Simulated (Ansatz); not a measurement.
# C2H7B2N: the cost of one run

Computed with Ansatz 0.2.0 through its Python package. Level of theory: PBE0+D3(BJ)/cc-pVDZ.

## Step 1: The structure

Bond lengths: B1–N2 1.473 Å, N2–B3 1.500 Å, N2–C4 1.462 Å, C4–C5 1.391 Å, B1–H6 1.246 Å, B1–H7 1.190 Å, B3–H8 1.181 Å, B3–H9 1.191 Å, C4–H10 1.018 Å, C5–H11 1.041 Å, C5–H12 1.074 Å. Angles (14 of 15 angles, heavy atoms first): B1–N2–B3 116.1°, B1–N2–C4 126.8°, B3–N2–C4 116.8°, N2–C4–C5 119.1°, N2–B1–H6 122.1°, N2–B1–H7 123.9°, N2–B3–H8 123.5°, N2–B3–H9 122.9°, N2–C4–H10 121.1°, C5–C4–H10 119.3°, C4–C5–H11 118.1°, C4–C5–H12 121.7°, H6–B1–H7 113.6°, H8–B3–H9 113.4°.

The script reads c2h7b2n.xyz:

```xyz
12

B    -0.97590    0.89800    0.83200
N     0.11480   -0.00580    0.42930
B     0.95110   -0.56640    1.54130
C     0.54070   -0.31110   -0.93540
C    -0.38070   -0.20240   -1.97120
H    -1.63320    1.55360    0.00060
H    -1.22540    1.17460    1.96170
H     0.79120   -0.29190    2.67910
H     1.89670   -1.26570    1.35160
H     1.45180   -0.72610   -1.12120
H    -0.07500   -0.46810   -2.93040
H    -1.37910    0.15620   -1.80350
```

## Step 2: The script

Input file opt_c2h7b2n.py:

```python
"""Geometry optimisation of C2H7B2N."""

from dataclasses import dataclass
import itertools

import ansatz
from ase.data import atomic_numbers, covalent_radii
import numpy as np
import pandas as pd


@dataclass(frozen=True)
class RunConfig:
    basis_set: str = "cc-pVDZ"
    functional: str = "pbe0"
    dispersion: str = "d3bj"


opts = RunConfig()


def main() -> None:
    geometry = ansatz.Crystal.molecule_from_extxyz("c2h7b2n.xyz")

    calculation = (
        geometry.calculation()
        .basis(gaussian=opts.basis_set)  # the orbital basis, by name
        .functional(opts.functional, dispersion=opts.dispersion)
    )
    symbols = [site.symbol for site in geometry.cartesian_sites]
    start = np.array([site.position_ang for site in geometry.cartesian_sites], dtype=float)
    summary = calculation.relax(force_tolerance=0.02).run(threads=1, backend="cpu").report
    end = np.array(summary["positions_ang"])

    print(f"E = {summary['free_energy_ev']:.6f} eV = {summary['free_energy_ev'] / 27.211386246:.7f} Ha")
    print("converged:", summary["converged"], " doubts:", summary["published_state_doubts"] or "none")

    # pairs closer than 1.2 times the sum of covalent radii, before or after
    radius = [covalent_radii[atomic_numbers[s]] for s in symbols]
    span = lambda where, i, j: np.linalg.norm(where[i] - where[j])
    bonded = [(i, j) for i, j in itertools.combinations(range(len(symbols)), 2) if min(span(start, i, j), span(end, i, j)) < 1.2 * (radius[i] + radius[j])]
    print("pair        before    after (A)")
    for i, j in bonded:
        print(f"{symbols[i]}{i}-{symbols[j]}{j}".ljust(10), f"{span(start, i, j):8.4f} {span(end, i, j):8.4f}")

    charges = summary["charge_distribution"]
    table = pd.DataFrame({"atom": symbols, "mulliken": charges["mulliken_charges_e"], "lowdin": charges["lowdin_charges_e"]})
    print(table.round(3).to_string())
    print("dipole (e A):", np.round(charges["dipole_moment_e_ang"], 4) + 0.0)


if __name__ == "__main__":
    main()
```

## Step 3: The input behind the calls

The package turns the script's settings into the engine's input:

```yaml
crystal:
  periodic: [false, false, false]
  atoms:
    - { symbol: B, position_ang: [-0.9759, 0.898, 0.832] }
    - { symbol: "N", position_ang: [0.1148, -0.0058, 0.4293] }
    - { symbol: B, position_ang: [0.9511, -0.5664, 1.5413] }
    - { symbol: C, position_ang: [0.5407, -0.3111, -0.9354] }
    - { symbol: C, position_ang: [-0.3807, -0.2024, -1.9712] }
    - { symbol: H, position_ang: [-1.6332, 1.5536, 0.0006] }
    - { symbol: H, position_ang: [-1.2254, 1.1746, 1.9617] }
    - { symbol: H, position_ang: [0.7912, -0.2919, 2.6791] }
    - { symbol: H, position_ang: [1.8967, -1.2657, 1.3516] }
    - { symbol: H, position_ang: [1.4518, -0.7261, -1.1212] }
    - { symbol: H, position_ang: [-0.075, -0.4681, -2.9304] }
    - { symbol: H, position_ang: [-1.3791, 0.1562, -1.8035] }
basis:
  gaussian:
    orbitals: cc-pVDZ
hamiltonian:
  xc: pbe0
  dispersion: d3bj
relax:
  f_tol: 0.02
```

## Step 4: Launch

Command:

```sh
> python opt_c2h7b2n.py
```

What time and memory should one allow on 1 thread of Arm Neoverse V1, shared host?

About 43 s, with a peak of 0.33 GiB.
